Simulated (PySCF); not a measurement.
# How the numerical set-up moves the result for TlF⁻

Aim: see how much the energy and properties of TlF⁻ depend on the numerical set-up.

Program: PySCF 2.14.0. Level of theory: method and basis as typed in the scripts. These are calculated values, not measurements.

5 further runs of the same task are left out: 2 for a known fault of the program, 3 that didn't finish.

## Step 1: Starting geometry

TlF⁻: 2 atoms, charge -1, spin multiplicity 2.

Bond lengths: Tl1–F2 1.931 Å.

## Step 2: Base script

File input.py:

```python
from pyscf import gto, scf

mol = gto.M(
    atom='Tl 0 0 0; F 0 0 1.931',
    basis='crenbl',
    ecp={'Tl': 'crenbl', 'F': 'crenbl'},
    charge=-1,
    spin=1,
    verbose=4,
)
mf = scf.ROHF(mol)
mf.kernel()
mf.mulliken_pop()
mf.dip_moment()
print('orbital energies (hartree):', mf.mo_energy[..., max(0, mol.nelec[1]-3):mol.nelec[0]+3].round(4))
```

On the command line:

```console
$ OMP_NUM_THREADS=1 python input.py
```

The log of this run is left out.

Base result: E(SCF) = -73.979638 Eh, 10 cycles.

The bond length is a typed value, not an optimised one. The dipole of an ion depends on the origin.

## Step 3: Def2-svpd

Run 1 changes basis set: crenbl → def2-svpd. The core potential changes with it: totals don't compare.

File input.py:

```python
from pyscf import gto, scf

mol = gto.M(
    atom='Tl 0 0 0; F 0 0 1.931',
    basis='def2-svpd',
    ecp={'Tl': 'def2-svpd'},
    charge=-1,
    spin=1,
    verbose=4,
)
mf = scf.ROHF(mol)
mf.kernel()
mf.mulliken_pop()
mf.dip_moment()
print('orbital energies (hartree):', mf.mo_energy[..., max(0, mol.nelec[1]-3):mol.nelec[0]+3].round(4))
```

On the command line:

```console
$ OMP_NUM_THREADS=1 python input.py
```

## Step 4: Def2-svp

Run 2 changes basis set: crenbl → def2-svp. The core potential changes with it: totals don't compare.

input.py: that of step 2 with these lines changed.

```diff
@@ -4,4 +4,4 @@
     atom='Tl 0 0 0; F 0 0 1.931',
-    basis='crenbl',
-    ecp={'Tl': 'crenbl', 'F': 'crenbl'},
+    basis='def2-svp',
+    ecp={'Tl': 'def2-svp'},
     charge=-1,
```

## Step 5: Density fitting auto

Run 3 changes density fitting: none → auto.

input.py: that of step 2 with these lines changed.

```diff
@@ -11,2 +11,3 @@
 mf = scf.ROHF(mol)
+mf = mf.density_fit()
 mf.kernel()
```

## Step 6: Density fitting def2-universal-jkfit

Run 4 changes density fitting: none → def2-universal-jkfit.

input.py: that of step 2 with these lines changed.

```diff
@@ -11,2 +11,3 @@
 mf = scf.ROHF(mol)
+mf = mf.density_fit(auxbasis='def2-universal-jkfit')
 mf.kernel()
```

Q: Predict the outcome of this session. Wanted: for each run, E(SCF); from base.

**Answer**, as computed:

| run | E(SCF) (hartree) | from base (eV) | cycles | functions |
| --- | --- | --- | --- | --- |
| base | -73.979638 | 0 | 10 | 48 |
| def2-svpd | -270.885864 | not comparable | 10 | 55 |
| def2-svp | -270.865382 | not comparable | 9 | 40 |
| density fitting auto | -74.046708 | -1.8251 | 10 | 48 |
| density fitting def2-universal-jkfit | -73.979548 | not comparable | 10 | 48 |

Rows marked «poor choice» come from settings spoiled on purpose.
